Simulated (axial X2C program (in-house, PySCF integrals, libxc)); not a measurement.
# BrCa⁺: from the state search to constants

Aim: find the lowest determinant of BrCa⁺, scan the bond at several levels and fit the constants, once spin-free and once with spin–orbit coupling.

Program: an in-house X2C program for linear molecules on PySCF integrals. Level of theory: all-electron X2C, Br dyall-cv3z, Ca dyall-cv3z. These are calculated values, not measurements.

## Step 1: Set-up

task.json

```json
{"zs": [35, 20], "q": 1, "bas": ["dyall-cv3z", "dyall-cv3z"], "levels": ["PBE0", "HF", "r2SCAN"], "cc": true, "r0": 2.85, "thr": -1.0, "nmax": 90, "npts": 10, "nst": 2, "ntry": 6}
```

Keys: zs atomic numbers; q charge; bas basis sets; levels methods (HF also brings MP2); cc coupled cluster on or off; r0 starting distance in Å; thr threshold in hartree for freezing inner shells (an s shell follows its p shell); nmax most natural virtual spinors; npts points asked for on the curve; nst determinants followed; ntry starts of the search.

Started as:

```bash
python so2c.py task.json out
```

Spin-free means the one-electron spin-free X2C Hamiltonian; two-component (2c) means X2C with spin–orbit coupling and atomic mean-field two-electron Coulomb and Gaunt terms. Basis: Br dyall-cv3z contracted to [8s9p6d4f1g], Ca dyall-cv3z contracted to [11s12p6d4f]; Gaussian nuclei, density fitting. Masses: Br 78.918 u, Ca 39.963 u.

Notation: σ, π±, δ± give the projection m of an orbital's angular momentum (0, ±1, ±2), α and β its spin, Λ and M_S the sums; ω is the projection of a spinor's total angular momentum and Ω the sum. Logs are in hartree.

Further steps of the session: PBE0, spin-free; HF, spin-free; r2SCAN, spin-free; MP2 and beyond, spin-free; PBE0, 2c; HF, 2c; r2SCAN, 2c; MP2 and beyond, 2c.

**Question.** What will these runs give? Wanted: for each run, Hamiltonian; Re; ωe; De; μ.

The runs gave:

Lowest determinant that the search found at its distance, spin-free: M_S = 0, Λ = 0 (closed shell).

Lowest determinant that the search found at its distance, 2c: Ω = 0 (closed shell).

| Hamiltonian | level | Re (Å) | ωe (cm⁻¹) | De (eV) | μ (D) |
| --- | --- | --- | --- | --- | --- |
| spin-free | PBE0 | 2.462 | 355 | 3.92 | 12.63 |
| spin-free | HF | 2.529 | 342 | 2.59 | 14.45 |
| spin-free | MP2 | 2.532 | 338 | 3.69 | n/a |
| spin-free | CCSD | 2.532 | 338 | 3.54 | n/a |
| spin-free | CCSD(T) | 2.533 | 336 | 3.63 | n/a |
| spin-free | r2SCAN | 2.465 | 354 | 4.19 | 12.59 |
| 2c | PBE0 | 2.463 | 354 | 3.82 | 12.62 |
| 2c | HF | 2.530 | 341 | 2.43 | 14.44 |
| 2c | MP2 | 2.533 | 337 | 3.54 | n/a |
| 2c | CCSD | 2.533 | 337 | 3.40 | n/a |
| 2c | CCSD(T) | 2.534 | 336 | 3.49 | n/a |
| 2c | r2SCAN | 2.466 | 354 | 4.16 | 12.58 |

Dipoles are positive if Ca is the positive end and refer to the centre of mass.

**Reading.** At CCSD(T), going from spin-free to two-component changes Re by +1 mÅ, ωe by -0.1 %; the spin-free picture holds up (part of it comes from the scalar share of the two-electron terms). De moves by -0.14 eV; both De rest on single-determinant atoms, which can miss part of an open shell's spin–orbit lowering.

De refers to Br + Ca+, each in the lowest determinant found, which need not be this curve's own limit. The state is a single determinant with fixed occupations, the lowest that a limited PBE0 search found. The closed shell is kept restricted; where the fragments are open shells, the energy then runs too high at long range. De is counted from the lowest determinant-based energies of the atoms at the same level, without counterpoise correction. CCSD and (T) use frozen natural virtuals with an MP2 correction for the truncation. The meta-GGAs lack a current-density term, which matters for open shells with orbital currents, atoms included. With the outer-core shells frozen, correlated bond lengths of heavy atoms tend to come out a few hundredths of an ångström too long.
